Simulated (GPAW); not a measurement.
Set up this calculation in GPAW 26.7.0, as an ASE script.

* Task: band structure
* Functional: LDA
* Potentials or basis: the program's PAW data sets (release 1.2.1) made for this functional
* Cutoff: 600 eV
* Basis: pw
* k mesh: 6 × 6 × 6
* Occupations: fermi-dirac, width 0.05 eV
* Spin: no spin polarisation
* Maxiter: 150
* Band path: GXMGRX,MR
* Band points: 100

Crystal: Ga3Se.

```
Se Ga
1.0
     4.43246    0.00000    0.00000
     0.00000    4.43246    0.00000
     0.00000    0.00000    4.43246
Se Ga
1 3
Direct
  0.00000 0.00000 0.00000
  0.50000 0.50000 0.00000
  0.50000 0.00000 0.50000
  0.00000 0.50000 0.50000
```

The cell comes from a database or a generator and needn't be the stable form of this composition.

The input as run:

run.py

```python
from ase import Atoms
from ase.dft.bandgap import bandgap
from ase.io import write
from ase.units import GPa
from gpaw import GPAW, PW

atoms = Atoms(['Se', 'Ga', 'Ga', 'Ga'],
              cell=[[4.432465, 0.0, 0.0],
                    [0.0, 4.432465, 0.0],
                    [0.0, 0.0, 4.432465]],
              scaled_positions=[[0.0, 0.0, 0.0],
                                [0.5, 0.5, 0.0],
                                [0.5, 0.0, 0.5],
                                [0.0, 0.5, 0.5]],
              pbc=True)

calc = GPAW(mode=PW(600),
            xc='LDA',
            kpts={'size': (6, 6, 6), 'gamma': True},
            occupations={'name': 'fermi-dirac', 'width': 0.05},
            nbands=18,
            convergence={'density': 1e-05, 'energy': 1e-05},
            maxiter=150,
            txt='gpaw.txt')
atoms.calc = calc
energy = atoms.get_potential_energy()
forces = atoms.get_forces()
stress = atoms.get_stress()
calc.write('gs.gpw')
write('result.traj', atoms)
print(f'Energy: {energy:.6f} eV')
print('Forces (eV/A):')
print(forces.round(4))
print('Stress (GPa):', (stress / GPa).round(3))
print('Fermi level:', round(calc.get_fermi_level(), 4), 'eV')
print(f'Gap: {bandgap(calc)[0]:.4f} eV, direct: {bandgap(calc, direct=True)[0]:.4f} eV')

path = atoms.cell.bandpath('GXMGRX,MR', npoints=100, eps=1e-4)
bs_calc = calc.fixed_density(kpts=path, symmetry='off', nbands=33,
                             convergence={'bands': 'CBM+6.0', 'eigenstates': 1e-6}, txt='bands.txt')
bs = bs_calc.band_structure()
bs.write('bs.json')
print(f'Gap on the path: {bandgap(bs_calc)[0]:.4f} eV')
```

Potentials or basis: the program's PAW data sets (release 1.2.1) made for this functional, pw.

The run is started by

```console
$ OMP_NUM_THREADS=1 python run.py
```

It gave:

| Property | Result |
| --- | --- |
| Pressure | -5.2 GPa |
| Band gap along the path | none (metal or under the smearing width) |

Run time: 79 s on 1 thread of Arm Neoverse V2, with other jobs on the host, peak memory 0.43 GiB.
